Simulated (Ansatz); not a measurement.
# Mo: one contact scaled

The task here is to estimate one member of a computed series from the others.

Method: DFT, LDA, PAW with Ansatz's default frozen-core files, scalar-relativistic, in Ansatz 0.2.0.

### Starting point

It takes space group P6_3/mmc (No. 194, hexagonal). Conventional cell: a = 2.825 Å, b = 2.825 Å, c = 4.577 Å, α = 90.00°, β = 90.00°, γ = 120.00°. Around Mo (site symmetry -6m2) lie 12 Mo at 2.81 to 2.83 Å.

Structure file:

```
Mo
1.0
     2.82523    0.00000    0.00000
    -1.41262    2.44672    0.00000
     0.00000    0.00000    4.57688
Mo
2
Direct
  0.33333 0.66667 0.25000
  0.66667 0.33333 0.75000
```

Atoms are numbered in the order of the input: Mo1, Mo2.

The first run:

Input file input.yaml:

```yaml
crystal:
  lattice:
    - [2.8252342238, 0.0, 0.0]
    - [-1.4126171119, 2.4467246095, 0.0]
    - [0.0, 0.0, 4.5768794426]
  atoms:
    - { symbol: Mo, position: [0.3333333333, 0.6666666667, 0.25] }
    - { symbol: Mo, position: [0.6666666667, 0.3333333333, 0.75] }
kpoints:
  mp_grid: { grid: [12, 12, 7] }
scf:
  occupations: { method: fermi_dirac, width: 0.05 }
hamiltonian:
  xc: lda
  pseudopotentials: { kind: paw }
output:
  forces: true
  stress: true
  eigenvalues: true
  populations: true
```

Launch:

```sh
> ansatz run input.yaml --threads 1 --pin off --max-ram 2048MiB --backend cpu --events-out ev --progress --plain --runs-dir out
```

Steps of the session up to this table: Shortest bond scaled by 1, PAW; Shortest bond scaled by 1.1, PAW; Shortest bond scaled by 0.94, PAW; Shortest bond scaled by 0.76, PAW; Shortest bond scaled by 0.7, PAW; Shortest bond scaled by 0.7, PAW (cutoff 600 eV).

One table of the session follows, with a row left open; its other results are not shown here.

| method | length (Å) | F from the given length (eV/cell) | force along the bond (eV/Å) | pressure (GPa) | largest force (eV/Å) |
| --- | --- | --- | --- | --- | --- |
| PAW | 1.967 | 2.519 | 10.601 | 51.70 | 10.968 |
| PAW | 2.136 | 1.228 | 5.216 | 26.62 | 5.486 |
| PAW | 2.642 | 0.089 | 0.960 | -7.78 | 1.221 |
| PAW | 2.810 | ? | ? | ? | ? |
| PAW | 3.091 | 0.203 | -1.131 | -4.44 | 1.647 |
| PAW (cutoff 600 eV) | 1.967 | – | 10.599 | 51.70 | 10.966 |

**Question.** Estimate the row for PAW, 2.810.

The run gave: F from the given length (eV/cell): 0.000; force along the bond (eV/Å): 0.000; pressure (GPa): -9.60; largest force (eV/Å): 0.000.
